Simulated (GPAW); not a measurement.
Set up this calculation in GPAW 26.7.0, as an ASE script.

```
Task                : band structure
Functional          : r2SCAN
Potentials or basis : GPAW PAW data sets (gpaw-data 1.2.1)
Cutoff              : 800 eV
Basis               : pw
k mesh              : 5 × 5 × 5
Occupations         : fermi-dirac, width 0.05 eV
Spin                : no spin polarisation
Maxiter             : 150
Band path           : GXMGRX,MR
Band points         : 60
```

NbRu3C:

```
CELL_PARAMETERS angstrom
4.06514 0.00000 0.00000
0.00000 4.06514 0.00000
0.00000 0.00000 4.06514
ATOMIC_POSITIONS crystal
Ru 0.50000 0.50000 0.00000
Ru 0.50000 0.00000 0.50000
Ru 0.00000 0.50000 0.50000
Nb 0.00000 0.00000 0.00000
C 0.50000 0.50000 0.50000
```

The cell comes from a database or a generator and needn't be the stable form of this composition.

One way to write it, as run:

run.py

```python
from ase import Atoms
from ase.dft.bandgap import bandgap
from ase.io import write
from ase.units import GPa
from gpaw import GPAW, PW

atoms = Atoms(['Ru', 'Ru', 'Ru', 'Nb', 'C'],
              cell=[[4.065138, 0.0, 0.0],
                    [0.0, 4.065138, 0.0],
                    [0.0, 0.0, 4.065138]],
              scaled_positions=[[0.5, 0.5, 0.0],
                                [0.5, 0.0, 0.5],
                                [0.0, 0.5, 0.5],
                                [0.0, 0.0, 0.0],
                                [0.5, 0.5, 0.5]],
              pbc=True)

calc = GPAW(mode=PW(800),
            xc='MGGA_X_R2SCAN+MGGA_C_R2SCAN',
            kpts={'size': (5, 5, 5), 'gamma': True},
            occupations={'name': 'fermi-dirac', 'width': 0.05},
            nbands=56,
            convergence={'density': 1e-05, 'energy': 1e-05},
            maxiter=150,
            txt='gpaw.txt')
atoms.calc = calc
energy = atoms.get_potential_energy()
forces = atoms.get_forces()
stress = atoms.get_stress()
calc.write('gs.gpw')
write('result.traj', atoms)
print(f'Energy: {energy:.6f} eV')
print('Forces (eV/A):')
print(forces.round(4))
print('Stress (GPa):', (stress / GPa).round(3))
print('Fermi level:', round(calc.get_fermi_level(), 4), 'eV')
print(f'Gap: {bandgap(calc)[0]:.4f} eV, direct: {bandgap(calc, direct=True)[0]:.4f} eV')

path = atoms.cell.bandpath('GXMGRX,MR', npoints=60, eps=1e-4)
bs_calc = calc.fixed_density(kpts=path, symmetry='off', nbands=77,
                             convergence={'bands': 'CBM+6.0', 'eigenstates': 1e-6}, txt='bands.txt')
bs = bs_calc.band_structure()
bs.write('bs.json')
print(f'Gap on the path: {bandgap(bs_calc)[0]:.4f} eV')
```

Potentials or basis: GPAW PAW data sets (gpaw-data 1.2.1), pw.

Launch:

```console
$ OMP_NUM_THREADS=1 python run.py
```

It gave:

```
Pressure                : -6.7 GPa
Band gap along the path : none (metal or under the smearing width)
```

Caveat: the PAW data sets were made with another functional, which shifts forces and pressure a little.

Run time: 6.2 min on 1 thread of Arm Neoverse V2, on a shared host, peak memory 0.79 GiB.
